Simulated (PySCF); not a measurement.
**C5H6F2: NMR shifts and spin-spin couplings at several levels of theory**

Aim: compute the NMR shifts and spin-spin couplings of C5H6F2 (`C=C[C@@]1(F)C[C@@H]1F`) at several levels, and see how far they spread and what each costs.

Computed with PySCF 2.14.0, with density-fitted response routines of our own, on a single molecule in the gas phase. Atoms are numbered from 0 throughout.

### 1 Starting geometry

13 atoms, charge 0, multiplicity 1; geometry from: PBE0-D3(BJ)/def2-SVP.

Bonds of the start (Å): C0–C1 1.33, C1–C2 1.47, C2–F3 1.36, C2–C4 1.51, C4–C5 1.49, C5–F6 1.35, C5–C2 1.50, C0–H7 1.09, C0–H8 1.09, C1–H9 1.10, C4–H10 1.09, C4–H11 1.09, C5–H12 1.10.

### 2 Nuclear shieldings: PBE0/6-31G*

What the job is given:

```
{"job": {"kind": "nmr", "xc": "PBE0", "basis": "6-31G*", "pop": true}, "charge": 0, "multiplicity": 1}
C      1.427481     1.676656     0.381471
C      0.765542     0.521804     0.455527
C     -0.173661     0.045719    -0.573179
F     -0.329543     0.894846    -1.617914
C     -0.295132    -1.420031    -0.916236
C     -1.407298    -0.732372    -0.202279
F     -2.532175    -0.468248    -0.896027
H      2.113618     1.985483     1.172679
H      1.297854     2.342756    -0.474700
H      0.897375    -0.145671     1.314151
H     -0.476871    -1.612867    -1.976833
H      0.325249    -2.151683    -0.393145
H     -1.602923    -0.945788     0.854504
```

Level: GIAO PBE0/6-31G* NMR shielding, non-relativistic, gas phase.

Command:

```
$ OMP_NUM_THREADS=1 python probes_run.py task.json out
```

The driver reads the jobs from task.json and runs them one after another.

Log:

```text
coarse grid: 11328 points
cycle   1  E = -393.2671696129  dE =  1.055e+00  |g| = 6.686e-01  |ddm| = 3.401e+00
cycle   2  E = -393.1987043434  dE =  6.847e-02  |g| = 9.390e-01  |ddm| = 1.286e+00
cycle   3  E = -393.3483350682  dE = -1.496e-01  |g| = 1.108e-01  |ddm| = 8.256e-01
cycle   4  E = -393.3510328804  dE = -2.698e-03  |g| = 3.787e-02  |ddm| = 1.355e-01
cycle   5  E = -393.3513504548  dE = -3.176e-04  |g| = 1.531e-02  |ddm| = 4.268e-02
cycle   6  E = -393.3514088222  dE = -5.837e-05  |g| = 2.199e-03  |ddm| = 1.388e-02
cycle   7  E = -393.3514098573  dE = -1.035e-06  |g| = 6.681e-04  |ddm| = 2.277e-03
final grid: 111480 points
cycle   8  E = -393.3203573681  dE = -2.627e-05  |g| = 8.841e-03  |ddm| = 2.257e-02
cycle   9  E = -393.3203449555  dE =  1.241e-05  |g| = 1.240e-02  |ddm| = 1.822e-02
cycle  10  E = -393.3203743463  dE = -2.939e-05  |g| = 1.282e-03  |ddm| = 1.050e-02
cycle  11  E = -393.3203747064  dE = -3.600e-07  |g| = 2.809e-04  |ddm| = 1.306e-03
cycle  12  E = -393.3203747226  dE = -1.624e-08  |g| = 1.316e-04  |ddm| = 3.423e-04
cycle  13  E = -393.3203747268  dE = -4.230e-09  |g| = 1.265e-05  |ddm| = 1.236e-04
cycle  14  E = -393.3203747269  dE = -3.195e-11  |g| = 6.405e-06  |ddm| = 1.863e-05
converged SCF energy = -393.3203747269

GIAO shielding tensors (ppm)
atom      isotropic    diamagn.    paramagn.     s11        s22        s33       span
  0 C       82.848     256.841    -173.994    -20.935     87.346    182.132    203.067
  1 C       65.085     256.881    -191.796    -41.598     84.814    152.039    193.637
  2 C      121.751     239.945    -118.194     79.542     97.918    187.792    108.250
  3 F      417.953     471.133     -53.181    378.013    420.338    455.506     77.493
  4 C      174.896     258.449     -83.554    153.826    169.065    201.795     47.969
  5 C      123.706     251.859    -128.153     80.712    102.553    187.853    107.141
  6 F      426.066     465.167     -39.101    391.094    422.344    464.760     73.666
  7 H       26.664      29.131      -2.467     23.715     26.109     30.168      6.453
  8 H       26.318      30.793      -4.475     23.056     24.843     31.056      8.000
  9 H       26.828      31.159      -4.331     24.786     25.504     30.194      5.408
 10 H       30.535      29.634       0.901     26.283     28.564     36.760     10.477
 11 H       30.998      30.440       0.558     26.215     27.900     38.878     12.662
 12 H       27.781      30.145      -2.365     22.706     27.795     32.842     10.136
```

It took 10 s on 1 thread of Arm Neoverse V1, shared host; peak memory 0.63 GiB.

Shifts follow as δ = σ(reference) − σ, with reference shieldings (ppm) from runs at the same level and on the same kind of geometry: 1H TMS 31.96, 13C TMS 194.1, 19F CFCl3 198.9. The references are single molecules in the gas phase, so shifts against H2O, NH3, PH3, H3PO4 or CFCl3 are not on the usual liquid scales and can be off by tens of ppm.

```csv
atoms,environment,σ (ppm),δ (ppm)
C1,alkene CH,65.1,129.1
C0,terminal =CH2 carbon,82.8,111.3
C2,three-membered-ring carbon bearing a halogen,121.8,72.4
C5,three-membered-ring carbon bearing a halogen,123.7,70.4
C4,three-membered-ring carbon,174.9,19.2
H8,hydrogen on a terminal =CH2 carbon,26.32,5.64
H7,hydrogen on a terminal =CH2 carbon,26.66,5.30
H9,hydrogen on an alkene CH,26.83,5.14
H12,hydrogen on a three-membered-ring carbon bearing a halogen,27.78,4.18
H10,hydrogen on a three-membered-ring carbon,30.54,1.43
H11,hydrogen on a three-membered-ring carbon,31.00,0.97
F3,fluorine on an sp3 carbon,418.0,-219.1
F6,fluorine on an sp3 carbon,426.1,-227.2
```

The run also stored atomic charges by several schemes (e):

```csv
atoms,Mulliken,IAO,Hirshfeld,ESP fit
C0,-0.40,-0.31,-0.10,-0.39
C1,-0.14,-0.16,-0.06,-0.24
C2,0.35,0.28,0.08,0.30
F3,-0.33,-0.29,-0.09,-0.15
C4,-0.48,-0.34,-0.10,-0.41
C5,0.18,0.15,0.04,0.03
F6,-0.31,-0.28,-0.10,-0.15
```

Mayer bond orders: C0–C1 1.93, C1–C2 1.04, C2–F3 0.92, C2–C4 0.90, C4–C5 0.92, C5–F6 0.93, C5–C2 0.87.

Ring of atoms C2, C4, C5: NICS(0) -32.1, NICS(1) -6.8, NICS(1)zz -15.7 ppm (means of both faces; NICS(1) differs between them: -4.2 and -9.4). The ring holds saturated atoms, so no π current runs round it: these values come from its σ bonds, any local π bonds and neighbouring rings, and say nothing of aromaticity.

The two faces differ (NICS(1)zz -8.2 and -23.3 ppm, in the same order).

In rings of three or four atoms NICS is ruled by the nearby σ bonds, so it says little on aromaticity.

### 3 Nuclear shieldings: PBE0/6-311+G(2d,p)

Settings changed since step 2:

```diff
@@ -1,2 +1,2 @@
-{"job": {"kind": "nmr", "xc": "PBE0", "basis": "6-31G*", "pop": true}, "charge": 0, "multiplicity": 1}
+{"job": {"kind": "nmr", "xc": "PBE0", "basis": "6-311+G(2d,p)", "pop": true}, "charge": 0, "multiplicity": 1}
 C      1.427481     1.676656     0.381471
```

Level: GIAO PBE0/6-311+G(2d,p) NMR shielding, non-relativistic, gas phase.

Log:

```text
coarse grid: 11328 points
cycle   1  E = -393.3716464723  dE =  1.055e+00  |g| = 6.491e-01  |ddm| = 3.484e+00
cycle   2  E = -393.2997993577  dE =  7.185e-02  |g| = 9.521e-01  |ddm| = 1.492e+00
cycle   3  E = -393.4443932359  dE = -1.446e-01  |g| = 1.072e-01  |ddm| = 8.726e-01
cycle   4  E = -393.4465115469  dE = -2.118e-03  |g| = 4.411e-02  |ddm| = 1.400e-01
cycle   5  E = -393.4469497564  dE = -4.382e-04  |g| = 1.454e-02  |ddm| = 4.491e-02
cycle   6  E = -393.4469971343  dE = -4.738e-05  |g| = 3.672e-03  |ddm| = 1.363e-02
cycle   7  E = -393.4470000633  dE = -2.929e-06  |g| = 7.032e-04  |ddm| = 4.764e-03
final grid: 111480 points
cycle   8  E = -393.4528228940  dE = -6.092e-05  |g| = 6.656e-03  |ddm| = 1.285e-01
cycle   9  E = -393.4528181711  dE =  4.723e-06  |g| = 8.611e-03  |ddm| = 1.792e-02
cycle  10  E = -393.4528329658  dE = -1.479e-05  |g| = 1.297e-03  |ddm| = 8.306e-03
cycle  11  E = -393.4528332302  dE = -2.644e-07  |g| = 3.117e-04  |ddm| = 1.271e-03
cycle  12  E = -393.4528332456  dE = -1.544e-08  |g| = 1.423e-04  |ddm| = 4.389e-04
cycle  13  E = -393.4528332505  dE = -4.856e-09  |g| = 2.467e-05  |ddm| = 1.297e-04
cycle  14  E = -393.4528332506  dE = -1.312e-10  |g| = 4.908e-06  |ddm| = 3.678e-05
converged SCF energy = -393.4528332506

GIAO shielding tensors (ppm)
atom      isotropic    diamagn.    paramagn.     s11        s22        s33       span
  0 C       68.583     254.875    -186.292    -45.767     73.479    178.037    223.804
  1 C       45.403     257.588    -212.184    -75.885     69.612    142.484    218.369
  2 C      109.312     244.455    -135.144     64.372     86.257    177.306    112.934
  3 F      404.861     482.116     -77.255    362.044    408.969    443.569     81.525
  4 C      165.798     249.169     -83.371    144.416    160.859    192.118     47.702
  5 C      111.815     248.174    -136.359     65.516     91.040    178.889    113.373
  6 F      418.338     459.381     -41.043    385.450    414.620    454.943     69.493
  7 H       26.045      29.238      -3.192     23.271     25.413     29.453      6.183
  8 H       25.676      30.246      -4.569     22.232     24.350     30.447      8.214
  9 H       26.124      31.645      -5.520     24.289     24.423     29.661      5.371
 10 H       30.010      29.819       0.191     25.685     28.172     36.173     10.487
 11 H       30.551      30.781      -0.230     25.766     27.388     38.500     12.733
 12 H       27.411      31.399      -3.988     22.331     27.730     32.173      9.841
```

It took 29 s on 1 thread of Arm Neoverse V1, shared host; peak memory 1.2 GiB.

This run: δ C1 141.0, C0 117.9, C2 77.1, C5 74.6, H8 5.83, H7 5.46 ppm.

### 4 Nuclear shieldings: PBE0/def2-SVP

Settings changed since step 3:

```diff
@@ -1,2 +1,2 @@
-{"job": {"kind": "nmr", "xc": "PBE0", "basis": "6-311+G(2d,p)", "pop": true}, "charge": 0, "multiplicity": 1}
+{"job": {"kind": "nmr", "xc": "PBE0", "basis": "def2-SVP", "pop": true}, "charge": 0, "multiplicity": 1}
 C      1.427481     1.676656     0.381471
```

Level: GIAO PBE0/def2-SVP NMR shielding, non-relativistic, gas phase.

Log:

```text
coarse grid: 11328 points
cycle   1  E = -392.9056687001  dE =  9.962e-01  |g| = 6.502e-01  |ddm| = 3.873e+00
cycle   2  E = -392.8347452419  dE =  7.092e-02  |g| = 9.235e-01  |ddm| = 1.633e+00
cycle   3  E = -392.9819879096  dE = -1.472e-01  |g| = 1.036e-01  |ddm| = 1.036e+00
cycle   4  E = -392.9842005531  dE = -2.213e-03  |g| = 4.206e-02  |ddm| = 1.465e-01
cycle   5  E = -392.9846183557  dE = -4.178e-04  |g| = 1.388e-02  |ddm| = 5.118e-02
cycle   6  E = -392.9846656262  dE = -4.727e-05  |g| = 2.729e-03  |ddm| = 1.476e-02
cycle   7  E = -392.9846672977  dE = -1.672e-06  |g| = 6.467e-04  |ddm| = 3.064e-03
final grid: 111480 points
cycle   8  E = -393.0402189109  dE = -2.870e-05  |g| = 7.584e-03  |ddm| = 3.043e-02
cycle   9  E = -393.0402104589  dE =  8.452e-06  |g| = 1.037e-02  |ddm| = 1.789e-02
cycle  10  E = -393.0402318654  dE = -2.141e-05  |g| = 1.174e-03  |ddm| = 1.084e-02
cycle  11  E = -393.0402321591  dE = -2.937e-07  |g| = 2.380e-04  |ddm| = 1.426e-03
cycle  12  E = -393.0402321697  dE = -1.053e-08  |g| = 1.301e-04  |ddm| = 3.413e-04
cycle  13  E = -393.0402321739  dE = -4.233e-09  |g| = 1.150e-05  |ddm| = 1.390e-04
cycle  14  E = -393.0402321739  dE = -2.592e-11  |g| = 5.687e-06  |ddm| = 1.968e-05
converged SCF energy = -393.0402321739

GIAO shielding tensors (ppm)
atom      isotropic    diamagn.    paramagn.     s11        s22        s33       span
  0 C       79.563     252.261    -172.698    -28.291     81.700    185.279    213.570
  1 C       59.587     253.636    -194.049    -52.968     78.746    152.983    205.951
  2 C      119.054     245.636    -126.583     75.019     94.823    187.318    112.299
  3 F      420.268     468.631     -48.363    378.816    421.811    460.178     81.362
  4 C      174.700     256.803     -82.103    152.559    170.616    200.925     48.367
  5 C      122.206     251.520    -129.314     76.640    101.629    188.348    111.708
  6 F      428.777     461.291     -32.514    394.227    427.044    465.058     70.831
  7 H       26.016      29.016      -3.000     23.013     25.466     29.569      6.555
  8 H       25.610      31.536      -5.926     22.062     24.187     30.580      8.517
  9 H       26.334      32.314      -5.979     24.447     24.627     29.929      5.482
 10 H       30.019      30.115      -0.097     25.471     28.146     36.439     10.968
 11 H       30.568      31.757      -1.189     25.538     27.555     38.612     13.074
 12 H       27.523      31.661      -4.139     22.451     27.645     32.472     10.021
```

It took 12 s on 1 thread of Arm Neoverse V1, shared host; peak memory 0.68 GiB.

In short: δ C1 134.1, C0 114.2, C2 74.7, C5 71.5, H8 5.73, H7 5.33 ppm.

### 5 NMR shieldings: PBE0/def2-TZVP

Settings changed since step 4:

```diff
@@ -1,2 +1,2 @@
-{"job": {"kind": "nmr", "xc": "PBE0", "basis": "def2-SVP", "pop": true}, "charge": 0, "multiplicity": 1}
+{"job": {"kind": "nmr", "xc": "PBE0", "basis": "def2-TZVP", "pop": true}, "charge": 0, "multiplicity": 1}
 C      1.427481     1.676656     0.381471
```

With the program's defaults for keys left out, this is: GIAO PBE0/def2-TZVP NMR shielding, non-relativistic, gas phase.

Log:

```text
coarse grid: 11328 points
cycle   1  E = -393.4172278694  dE =  1.045e+00  |g| = 6.591e-01  |ddm| = 2.900e+00
cycle   2  E = -393.3462107790  dE =  7.102e-02  |g| = 9.574e-01  |ddm| = 1.410e+00
cycle   3  E = -393.4913179006  dE = -1.451e-01  |g| = 1.102e-01  |ddm| = 8.863e-01
cycle   4  E = -393.4935638490  dE = -2.246e-03  |g| = 4.578e-02  |ddm| = 1.049e-01
cycle   5  E = -393.4940349666  dE = -4.711e-04  |g| = 1.496e-02  |ddm| = 3.708e-02
cycle   6  E = -393.4940853272  dE = -5.036e-05  |g| = 3.512e-03  |ddm| = 1.197e-02
cycle   7  E = -393.4940879771  dE = -2.650e-06  |g| = 6.927e-04  |ddm| = 2.917e-03
final grid: 111480 points
cycle   8  E = -393.4900285047  dE = -7.915e-05  |g| = 7.077e-03  |ddm| = 7.085e-02
cycle   9  E = -393.4900233096  dE =  5.195e-06  |g| = 8.994e-03  |ddm| = 1.224e-02
cycle  10  E = -393.4900394462  dE = -1.614e-05  |g| = 1.418e-03  |ddm| = 6.703e-03
cycle  11  E = -393.4900397582  dE = -3.119e-07  |g| = 3.346e-04  |ddm| = 1.577e-03
cycle  12  E = -393.4900397765  dE = -1.839e-08  |g| = 1.576e-04  |ddm| = 2.988e-04
cycle  13  E = -393.4900397825  dE = -5.908e-09  |g| = 2.482e-05  |ddm| = 1.378e-04
cycle  14  E = -393.4900397826  dE = -1.335e-10  |g| = 5.201e-06  |ddm| = 2.959e-05
converged SCF energy = -393.4900397826

GIAO shielding tensors (ppm)
atom      isotropic    diamagn.    paramagn.     s11        s22        s33       span
  0 C       68.053     253.526    -185.473    -47.458     73.767    177.851    225.309
  1 C       44.071     258.067    -213.996    -78.595     68.580    142.227    220.823
  2 C      108.256     238.123    -129.867     62.294     84.369    178.104    115.810
  3 F      405.352     469.719     -64.367    364.048    409.144    442.863     78.815
  4 C      166.460     252.963     -86.502    144.689    160.929    193.763     49.074
  5 C      111.109     245.892    -134.783     63.723     89.625    179.981    116.258
  6 F      418.429     460.559     -42.130    385.729    415.576    453.983     68.254
  7 H       26.025      29.415      -3.390     23.172     25.439     29.464      6.292
  8 H       25.652      30.414      -4.762     22.115     24.378     30.463      8.349
  9 H       26.019      32.452      -6.433     24.050     24.341     29.666      5.616
 10 H       30.018      30.525      -0.507     25.749     28.132     36.172     10.422
 11 H       30.473      30.701      -0.228     25.699     27.227     38.492     12.793
 12 H       27.326      30.582      -3.255     22.310     27.565     32.104      9.794
```

Run time: 37 s. Hardware: 1 thread of Arm Neoverse V1, shared host; peak memory 0.92 GiB.

Key values: δ C1 142.6, C0 118.6, C2 78.4, C5 75.5, H8 5.83, H9 5.46 ppm.

### 6 NMR shieldings: PBE0/cc-pVDZ

Settings changed since step 5:

```diff
@@ -1,2 +1,2 @@
-{"job": {"kind": "nmr", "xc": "PBE0", "basis": "def2-TZVP", "pop": true}, "charge": 0, "multiplicity": 1}
+{"job": {"kind": "nmr", "xc": "PBE0", "basis": "cc-pVDZ", "pop": true}, "charge": 0, "multiplicity": 1}
 C      1.427481     1.676656     0.381471
```

With the program's defaults for keys left out, this is: GIAO PBE0/cc-pVDZ NMR shielding, non-relativistic, gas phase.

Log:

```text
coarse grid: 11328 points
cycle   1  E = -393.2652579041  dE =  1.086e+00  |g| = 6.515e-01  |ddm| = 6.592e+00
cycle   2  E = -393.1943116621  dE =  7.095e-02  |g| = 9.269e-01  |ddm| = 2.096e+00
cycle   3  E = -393.3413522038  dE = -1.470e-01  |g| = 1.077e-01  |ddm| = 1.210e+00
cycle   4  E = -393.3438037581  dE = -2.452e-03  |g| = 4.121e-02  |ddm| = 2.116e-01
cycle   5  E = -393.3441988483  dE = -3.951e-04  |g| = 1.421e-02  |ddm| = 7.219e-02
cycle   6  E = -393.3442481913  dE = -4.934e-05  |g| = 2.713e-03  |ddm| = 2.424e-02
cycle   7  E = -393.3442498236  dE = -1.632e-06  |g| = 6.573e-04  |ddm| = 4.589e-03
final grid: 111480 points
cycle   8  E = -393.3526111120  dE = -3.102e-05  |g| = 8.341e-03  |ddm| = 5.604e-02
cycle   9  E = -393.3526006466  dE =  1.047e-05  |g| = 1.147e-02  |ddm| = 2.913e-02
cycle  10  E = -393.3526269987  dE = -2.635e-05  |g| = 1.363e-03  |ddm| = 1.592e-02
cycle  11  E = -393.3526273898  dE = -3.911e-07  |g| = 2.810e-04  |ddm| = 2.346e-03
cycle  12  E = -393.3526274049  dE = -1.511e-08  |g| = 1.457e-04  |ddm| = 5.655e-04
cycle  13  E = -393.3526274101  dE = -5.189e-09  |g| = 1.307e-05  |ddm| = 2.120e-04
cycle  14  E = -393.3526274102  dE = -3.229e-11  |g| = 6.373e-06  |ddm| = 2.893e-05
converged SCF energy = -393.3526274102

GIAO shielding tensors (ppm)
atom      isotropic    diamagn.    paramagn.     s11        s22        s33       span
  0 C       81.789     253.713    -171.924    -26.782     86.236    185.912    212.694
  1 C       61.408     257.022    -195.615    -50.367     81.779    152.812    203.179
  2 C      120.952     244.234    -123.282     77.482     97.112    188.263    110.782
  3 F      415.743     471.816     -56.072    373.756    416.412    457.062     83.306
  4 C      176.106     255.774     -79.668    155.134    171.680    201.503     46.369
  5 C      124.746     251.927    -127.181     79.431    104.900    189.908    110.477
  6 F      422.073     465.040     -42.967    387.394    418.395    460.429     73.035
  7 H       25.903      28.982      -3.079     22.847     25.429     29.434      6.587
  8 H       25.501      31.582      -6.081     21.870     24.162     30.470      8.599
  9 H       26.175      33.223      -7.048     24.358     24.471     29.698      5.340
 10 H       29.989      29.494       0.495     25.562     28.131     36.274     10.712
 11 H       30.507      31.451      -0.945     25.459     27.598     38.463     13.004
 12 H       27.412      31.710      -4.298     22.241     27.601     32.395     10.154
```

Wall time 13 s (1 thread of Arm Neoverse V1, shared host); peak memory 0.71 GiB.

Key values: δ C1 135.3, C0 115.0, C2 75.8, C5 72.0, H8 5.79, H7 5.39 ppm.

### 7 Shielding tensors: PBE0/cc-pVTZ

Settings changed since step 6:

```diff
@@ -1,2 +1,2 @@
-{"job": {"kind": "nmr", "xc": "PBE0", "basis": "cc-pVDZ", "pop": true}, "charge": 0, "multiplicity": 1}
+{"job": {"kind": "nmr", "xc": "PBE0", "basis": "cc-pVTZ", "pop": true}, "charge": 0, "multiplicity": 1}
 C      1.427481     1.676656     0.381471
```

Method: GIAO PBE0/cc-pVTZ NMR shielding, non-relativistic, gas phase.

Log:

```text
coarse grid: 11328 points
cycle   1  E = -393.4030197660  dE =  1.041e+00  |g| = 6.594e-01  |ddm| = 7.208e+00
cycle   2  E = -393.3341080174  dE =  6.891e-02  |g| = 9.554e-01  |ddm| = 2.077e+00
cycle   3  E = -393.4768382741  dE = -1.427e-01  |g| = 1.100e-01  |ddm| = 1.225e+00
cycle   4  E = -393.4791023588  dE = -2.264e-03  |g| = 4.550e-02  |ddm| = 2.116e-01
cycle   5  E = -393.4795639128  dE = -4.616e-04  |g| = 1.505e-02  |ddm| = 7.551e-02
cycle   6  E = -393.4796146689  dE = -5.076e-05  |g| = 3.427e-03  |ddm| = 2.445e-02
cycle   7  E = -393.4796171506  dE = -2.482e-06  |g| = 6.958e-04  |ddm| = 5.396e-03
final grid: 111480 points
cycle   8  E = -393.4736098886  dE = -8.379e-05  |g| = 8.157e-03  |ddm| = 1.167e-01
cycle   9  E = -393.4736009424  dE =  8.946e-06  |g| = 1.106e-02  |ddm| = 2.705e-02
cycle  10  E = -393.4736234000  dE = -2.246e-05  |g| = 1.441e-03  |ddm| = 1.448e-02
cycle  11  E = -393.4736237433  dE = -3.432e-07  |g| = 3.565e-04  |ddm| = 2.552e-03
cycle  12  E = -393.4736237647  dE = -2.144e-08  |g| = 1.828e-04  |ddm| = 6.594e-04
cycle  13  E = -393.4736237727  dE = -8.009e-09  |g| = 2.288e-05  |ddm| = 2.821e-04
cycle  14  E = -393.4736237728  dE = -1.079e-10  |g| = 5.556e-06  |ddm| = 3.833e-05
converged SCF energy = -393.4736237728

GIAO shielding tensors (ppm)
atom      isotropic    diamagn.    paramagn.     s11        s22        s33       span
  0 C       69.080     253.826    -184.746    -45.736     74.882    178.094    223.830
  1 C       46.019     255.082    -209.063    -75.133     69.987    143.204    218.337
  2 C      109.870     238.474    -128.604     64.634     86.180    178.796    114.162
  3 F      407.335     468.995     -61.659    365.143    409.728    447.134     81.991
  4 C      167.224     252.806     -85.582    145.424    161.456    194.792     49.368
  5 C      112.515     247.365    -134.849     66.129     90.977    180.440    114.311
  6 F      417.375     463.413     -46.038    384.596    414.240    453.288     68.692
  7 H       25.814      30.011      -4.196     22.920     25.211     29.312      6.391
  8 H       25.456      30.616      -5.160     21.942     24.103     30.323      8.381
  9 H       25.863      32.083      -6.221     23.975     24.121     29.493      5.518
 10 H       29.851      30.398      -0.547     25.552     27.901     36.099     10.548
 11 H       30.306      30.651      -0.345     25.443     27.006     38.471     13.028
 12 H       27.186      30.563      -3.377     22.165     27.343     32.052      9.887
```

Wall time 45 s (1 thread of Arm Neoverse V1, shared host); peak memory 1 GiB.

This run: δ C1 141.3, C0 118.2, C2 77.4, C5 74.8, H8 5.84, H7 5.48 ppm.

(Part 1 of 2 ends here.)
